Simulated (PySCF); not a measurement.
# One shape, several levels: GeSiH5SOF (SMILES O[SiH](F)[S][GeH3])

Aim: a comparison of 6 runs (HF/STO-3G, HF/3-21G, HF/def2-SVP, HF/def2-TZVP, SVWN5/6-31G**, MP2/pcseg-1) of GeSiH5SOF. The job is set up through a Python script.

The calculation is run with PySCF 2.14.0.

### Step 1. The system as given

GeSiH5SOF: 10 atoms, total charge 0, spin state singlet. SMILES: `O[SiH](F)[S][GeH3]`. The shape is that of a PBE0-D4/def2-TZVP optimisation. This is one conformer, not always the lowest.

Bond lengths: O1–Si2 1.634 Å, Si2–F3 1.598 Å, Si2–S4 2.097 Å, S4–Ge5 2.241 Å, O1–H6 0.959 Å, Si2–H7 1.476 Å, Ge5–H8 1.533 Å, Ge5–H9 1.534 Å, Ge5–H10 1.532 Å. Some angles: O1–Si2–F3 107.4°, O1–Si2–S4 108.4°, F3–Si2–S4 112.4°, Si2–S4–Ge5 98.4°, O1–Si2–H7 113.5°, F3–Si2–H7 106.0°, S4–Si2–H7 109.2°, Si2–O1–H6 117.9°, S4–Ge5–H8 109.7°, S4–Ge5–H9 104.0°.

### Step 2. Energy and gradient at HF/STO-3G (run 1)

calc.py reads:

```python
import pyscf.grad
from pyscf import gto, scf

mol = gto.M(
    atom='''
O     -0.517596     2.094950     2.359323
Si    -1.047097    -0.945619     2.476108
F     -3.911355    -1.394807     1.633857
S      1.533135    -2.758811     0.075400
Ge     1.546174     0.072565    -3.074584
H     -1.832089     3.206487     2.927186
H     -0.820897    -2.016716     5.041222
H     -1.160859     0.955257    -3.605786
H      2.615948    -1.394240    -5.334319
H      3.264313     2.295261    -2.378598
''',
    basis='sto-3g',
    max_memory=1860,
    unit='bohr',
    charge=0,
    verbose=4,
)

myscf = scf.RHF(mol)
myscf.conv_tol = 1e-10
myscf.kernel()
if not myscf.converged:
    myscf = myscf.newton().run(myscf.mo_coeff, myscf.mo_occ)

e_final = myscf.e_tot
print('Final energy', e_final)
grad = myscf.Gradients().kernel()
dip = myscf.dip_moment()
pop, q = myscf.mulliken_pop()
```

The run is started by

```sh
$ OMP_NUM_THREADS=1 python calc.py
```

Standard output:

```text
PySCF version 2.14.0

[... 62 lines left out ...]
converged SCF energy = -2905.41896807833
Final energy -2905.418968078334
[... 11 lines left out ...]
Dipole moment(X, Y, Z, Debye): -0.59559,  1.06453,  0.31279
[... 62 lines left out ...]
charge of    9H =     -0.11402
```

Run time: 4.5 s. Hardware: 1 thread of Intel Xeon at 2.70GHz, shared host; peak memory 0.12 GiB.

### Step 3. Energy and gradient at HF/3-21G (run 2)

job.py reads:

```python
import pyscf.grad
from pyscf import gto

mol = gto.Mole()
mol.atom = '''
O   -0.273900   1.108600   1.248500
Si  -0.554100  -0.500400   1.310300
F   -2.069800  -0.738100   0.864600
S    0.811300  -1.459900   0.039900
Ge   0.818200   0.038400  -1.627000
H   -0.969500   1.696800   1.549000
H   -0.434400  -1.067200   2.667700
H   -0.614300   0.505500  -1.908100
H    1.384300  -0.737800  -2.822800
H    1.727400   1.214600  -1.258700
'''
mol.max_memory = 1860
mol.charge = 0
mol.verbose = 3
mol.basis = '3-21g'
mol.build()

mf = mol.RHF()
mf.conv_tol = 1e-10
mf.kernel()
if not mf.converged:
    mf = mf.newton().run(mf.mo_coeff, mf.mo_occ)

etot = mf.e_tot
print('Final energy', etot)
grad = mf.Gradients().kernel()
dip = mf.dip_moment()
pop, q = mf.mulliken_pop()
```

The run is started by

```sh
$ OMP_NUM_THREADS=1 python job.py
```

Standard output:

```text
converged SCF energy = -2924.68726480537
Final energy -2924.6872648053704
[... 8 lines left out ...]
Dipole moment(X, Y, Z, Debye): -1.06328,  3.02027,  0.20538
[... 87 lines left out ...]
charge of    9H =     -0.14730
```

Wall time 4.5 s (1 thread of Intel Xeon at 2.70GHz, shared host); peak memory 0.15 GiB.

Runs 3 to 5 aren't shown in full; the table further down has their settings and results.

### Step 4. Energy and gradient at MP2/pcseg-1 (run 6)

calc.py reads:

```python
from pyscf import gto, scf, mp

system = gto.M(
    atom=[
    ('O', (-0.273900, 1.108600, 1.248500)),
    ('Si', (-0.554100, -0.500400, 1.310300)),
    ('F', (-2.069800, -0.738100, 0.864600)),
    ('S', (0.811300, -1.459900, 0.039900)),
    ('Ge', (0.818200, 0.038400, -1.627000)),
    ('H', (-0.969500, 1.696800, 1.549000)),
    ('H', (-0.434400, -1.067200, 2.667700)),
    ('H', (-0.614300, 0.505500, -1.908100)),
    ('H', (1.384300, -0.737800, -2.822800)),
    ('H', (1.727400, 1.214600, -1.258700)),
],
    basis='pcseg-1',
    max_memory=1860,
    verbose=4,
    spin=0,
)

mf = scf.RHF(system)
mf.conv_tol = 1e-10
mf.kernel()
if not mf.converged:
    mf = mf.newton().run(mf.mo_coeff, mf.mo_occ)

pt = mp.MP2(mf, frozen=21).run()
e_tot = pt.e_tot
print(f'total energy: {e_tot:.8f} hartree')
grad = pt.nuc_grad_method().kernel()
mf.analyze()
```

The run is started by

```sh
$ OMP_NUM_THREADS=1 python calc.py
```

Standard output:

```text
PySCF version 2.14.0

[... 86 lines left out ...]
Nuclear Repulsion Energy =             556.387103903519460
[... 16 lines left out ...]
MO #11  energy= -7.20852743079571  occ= 2
[... 14 lines left out ...]
MO #26  energy= -1.6770619090707   occ= 2
[... 14 lines left out ...]
MO #41  energy= -0.440254620741015 occ= 2
[... 14 lines left out ...]
MO #56  energy= 0.39846918348477   occ= 0
[... 14 lines left out ...]
MO #71  energy= 0.791643240402853  occ= 0
[... 14 lines left out ...]
MO #86  energy= 1.41154458047476   occ= 0
[... 14 lines left out ...]
MO #101 energy= 2.40334432198538   occ= 0
[... 14 lines left out ...]
MO #116 energy= 3.86904831276078   occ= 0
[... 129 lines left out ...]
Dipole moment(X, Y, Z, Debye): -0.37459,  2.08105,  0.23946
```

It took 53 s on 1 thread of Intel Xeon at 2.70GHz, shared host; peak memory 1.5 GiB.

### Step 5. All runs side by side

| run | level | integration grid | frozen core orbitals | energy (Eh) | dipole moment (D) of the reference | HOMO energy (eV) | LUMO energy (eV) | wall time |
| --- | --- | --- | --- | --- | --- | --- | --- | --- |
| 1 | HF/STO-3G | – | – | -2905.418968 | 1.26 | -7.13 | 9.88 | 4.5 s |
| 2 | HF/3-21G | – | – | -2924.687265 | 3.21 | -10.58 | 2.95 | 4.5 s |
| 3 | HF/def2-SVP | – | – | -2938.582276 | 2.11 | -10.42 | 3.48 | 25 s |
| 4 | HF/def2-TZVP | – | – | -2939.325445 | 1.89 | -10.45 | 3.00 | 4 min |
| 5 | SVWN5/6-31G** (spherical functions) | 5 | – | -2935.711526 | 2.25 | -6.32 | -1.25 | 53 s |
| 6 | MP2/pcseg-1 | – | 21 | -2939.520363 | 2.13 | -10.52 | 2.97 | 53 s |

### Step 6. What came out

| quantity | value |
| --- | --- |
| run 6: total energy | -2939.52036 Eh |
| run 6: dipole moment (Hartree–Fock density) | 2.13 D |
| run 6: HOMO energy (Hartree–Fock orbitals) | -10.52 eV |
| run 6: LUMO energy (Hartree–Fock orbitals) | 2.97 eV |
| run 6: HOMO–LUMO gap (Hartree–Fock orbitals) | 13.49 eV |
| run 6: correlation energy (21 core orbitals frozen) | -698.0 mEh |
| run 6: largest force on an atom | 1.553 eV/Å |

Over runs 1, 2, 3, 4, 5 the dipole moment (its size) runs from 1.26 D (HF/STO-3G) to 3.21 D (HF/3-21G). Over runs 1, 2, 3, 4, 5 the HOMO–LUMO gap runs from 5.07 eV (SVWN5/6-31G**) to 17.01 eV (HF/STO-3G). The two ends differ in method and basis. In run 1 the basis is minimal, so the values are rough. All runs together took 6.3 min, the longest 4 min.
